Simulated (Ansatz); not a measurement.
# C4H8O3: a ladder of functionals and wavefunction methods

Aim: compute C4H8O3 with functionals from several rungs and with coupled cluster. The yardstick is the atomisation energy at the CCSD(T) limit.

Method: functionals in def2-TZVPP, the program's frozen cores in correlated methods; program: Ansatz 0.2.0, Gaussian basis.

The runs, in order: PBE-D4, r2SCAN-D4, PBE0-D4, B3LYP-D4, ωB97X-V, ωB97M-V, B2PLYP; CCSD(T)/def2-TZVPP; MP2/def2-QZVPP; extrapolation to the limit.

## Step 1: The geometry

An earlier PBE0-D4 in a triple-zeta def2 set relaxation fixed the geometry.

15 atoms, charge 0, spin multiplicity 1.

Atoms are counted from 1 here; the program's logs count them from 0.

Bond lengths: C1–O2 1.426 Å, C1–H8 1.091 Å, C1–H9 1.087 Å, C1–H10 1.091 Å, O2–C3 1.333 Å, C3–O4 1.207 Å, C3–C5 1.501 Å, C5–C6 1.519 Å, C5–H11 1.094 Å, C5–H12 1.095 Å, C6–O7 1.404 Å, C6–H13 1.099 Å, C6–H14 1.092 Å, O7–H15 0.965 Å. Angles: O2–C1–H8 110.6°, O2–C1–H9 105.8°, O2–C1–H10 110.6°, H8–C1–H9 110.5°, H8–C1–H10 108.9°, H9–C1–H10 110.5°, C1–O2–C3 115.6°, O2–C3–O4 123.1°, O2–C3–C5 112.0°, O4–C3–C5 124.9°, C3–C5–C6 112.1°, C3–C5–H11 108.9°, C3–C5–H12 107.4°, C6–C5–H11 111.6°, C6–C5–H12 110.0°, H11–C5–H12 106.7°, C5–C6–O7 112.5°, C5–C6–H13 109.4° and more.

## Step 2: PBE-D4 (GGA)

in.yaml

```yaml
crystal:
  periodic: [false, false, false]
  atoms:
    - {symbol: C, position_ang: [0.697031, 1.967029, 1.687110]}
    - {symbol: O, position_ang: [0.840745, 1.309658, 0.430042]}
    - {symbol: C, position_ang: [0.063101, 0.242686, 0.246714]}
    - {symbol: O, position_ang: [-0.731614, -0.142665, 1.070031]}
    - {symbol: C, position_ang: [0.310215, -0.413117, -1.080884]}
    - {symbol: C, position_ang: [-0.760968, -1.435511, -1.420162]}
    - {symbol: O, position_ang: [-0.800007, -2.497562, -0.503300]}
    - {symbol: H, position_ang: [0.928730, 1.283875, 2.505106]}
    - {symbol: H, position_ang: [1.401809, 2.794940, 1.670161]}
    - {symbol: H, position_ang: [-0.321957, 2.334825, 1.812564]}
    - {symbol: H, position_ang: [0.385246, 0.361049, -1.849561]}
    - {symbol: H, position_ang: [1.290102, -0.900007, -1.028903]}
    - {symbol: H, position_ang: [-1.736073, -0.933477, -1.489107]}
    - {symbol: H, position_ang: [-0.546336, -1.868950, -2.399378]}
    - {symbol: H, position_ang: [-1.020004, -2.102753, 0.349567]}
basis:
  gaussian: {orbitals: def2-TZVPP}
hamiltonian: {xc: pbe, dispersion: d4}
output: {forces: true, orbitals: {seedname: orbitals}}
```

The run is started by

```console
> ansatz run in.yaml --threads 2 --pin off --events-out ev --progress --plain --max-ram 32768MiB --backend cuda --devices 0, --max-vram 18GiB
```

After this run come: r2SCAN-D4 (meta-GGA); PBE0-D4 (hybrid); B3LYP-D4 (hybrid); ωB97X-V (range-separated); ωB97M-V (range-separated); B2PLYP (double hybrid); CCSD(T) in def2-TZVPP; MP2 in def2-QZVPP.

Q: Predict the results of all the runs planned. Wanted: atomisation energy, CCSD(T)/CBS; farthest; mean size of error, hybrid; mean size of error, range-separated; gap, smallest and largest; T1 diagnostic; triples share of the correlation energy.

**Answer**, as computed:

```
                               quantity                                  value
        atomisation energy, CCSD(T)/CBS                        1481.5 kcal/mol
functionals within 7.4 kcal/mol (0.5 %)  r2SCAN-D4, B3LYP-D4, ωB97X-V, ωB97M-V
                               farthest                PBE-D4 (+46.3 kcal/mol)
             mean size of error, hybrid                           4.8 kcal/mol
    mean size of error, range-separated                           4.2 kcal/mol
              gap, smallest and largest   4.96 eV (PBE-D4), 12.70 eV (ωB97X-V)
                          T1 diagnostic                                 0.0134
triples share of the correlation energy                                  3.9 %
```

PBE-D4 is off by +46.3 kcal/mol. Double hybrids carry the basis error of their MP2 part in triple zeta, and no dispersion term here, so their miss is partly the set-up's. Misses under about 7.4 kcal/mol are within the doubt on the reference itself, which lacks core-valence correlation, relativity and higher excitations. Hartree-Fock recovers 71 % of the binding; the rest is correlation. The gap grows from 5.0 to 12.7 eV across the functionals, mostly with the share of exact exchange.
